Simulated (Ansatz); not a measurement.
**AlTeH3 (SMILES [AlH2][TeH]): one structure at several levels**

One table from this session's results is given with a row withheld; the runs are named, their logs left out.

The runs use Ansatz 0.2.0, Gaussian basis; single points in def2-TZVPP.

Cores are frozen in the correlated methods. Filled d shells of the heavier atoms are correlated. Core potentials replace the inner electrons past krypton, and spin-orbit coupling is left out.

**The starting structure**

SMILES `[AlH2][TeH]`, 5 atoms, charge 0, spin multiplicity 1.

Atoms are counted from 1 here; the program's logs count them from 0.

Bond lengths: Al1–Te2 2.563 Å, Al1–H3 1.500 Å, Al1–H4 1.438 Å, Te2–H5 1.724 Å. Angles: Te2–Al1–H3 119.2°, Te2–Al1–H4 122.0°, H3–Al1–H4 118.8°, Al1–Te2–H5 79.3°.

As a file:

```csv
atom,x (Å),y (Å),z (Å)
Al1,-0.4703,-0.5622,-0.0775
Te2,0.2947,1.7942,-0.7357
H3,-1.3357,-0.7388,1.1352
H4,-0.0616,-1.7281,-0.8128
H5,1.5457,1.3449,0.3614
```

Set-up of the first run:

File run/in.yaml:

```yaml
crystal:
  periodic: [false, false, false]
  atoms:
    - {symbol: Al, position_ang: [-0.470300, -0.562200, -0.077500]}
    - {symbol: Te, position_ang: [0.294700, 1.794200, -0.735700]}
    - {symbol: H, position_ang: [-1.335700, -0.738800, 1.135200]}
    - {symbol: H, position_ang: [-0.061600, -1.728100, -0.812800]}
    - {symbol: H, position_ang: [1.545700, 1.344900, 0.361400]}
basis:
  gaussian: {orbitals: def2-TZVPP}
correlation: {method: ccsd_t}
output: {forces: true}
```

No record of the launch command was kept for these runs.

Steps of the session up to this table: CCSD(T)/def2-TZVPP; PBE0-D4/def2-TZVPP; wB97M-V/def2-TZVPP; r2SCAN-D4/def2-TZVPP; PBE-D4/def2-TZVPP; CAM-B3LYP-D4/def2-TZVPP; BHLYP-D4/def2-TZVPP.

One of the session's tables, all rows but one given; the rest of the session is left out.

| method | RMS force component (eV/Å) | angle to CCSD(T) forces (°) | dipole (D) |
| --- | --- | --- | --- |
| CCSD(T) | 0.978 | reference | 0.81 |
| PBE0-D4 | 0.985 | 2.3 | 0.78 |
| wB97M-V | ? | ? | ? |
| r2SCAN-D4 | 0.972 | 2.6 | 0.78 |
| PBE-D4 | 0.986 | 8.7 | 0.69 |
| CAM-B3LYP-D4 | 0.939 | 1.9 | 0.88 |
| BHLYP-D4 | 0.925 | 4.1 | 0.90 |

Q: Estimate the row for wB97M-V from the others.

**Answer.** RMS force component (eV/Å): 0.941; angle to CCSD(T) forces (°): 2.5; dipole (D): 0.90. In the column «RMS force component (eV/Å)» it lies between CAM-B3LYP-D4 (0.939) and r2SCAN-D4 (0.972).
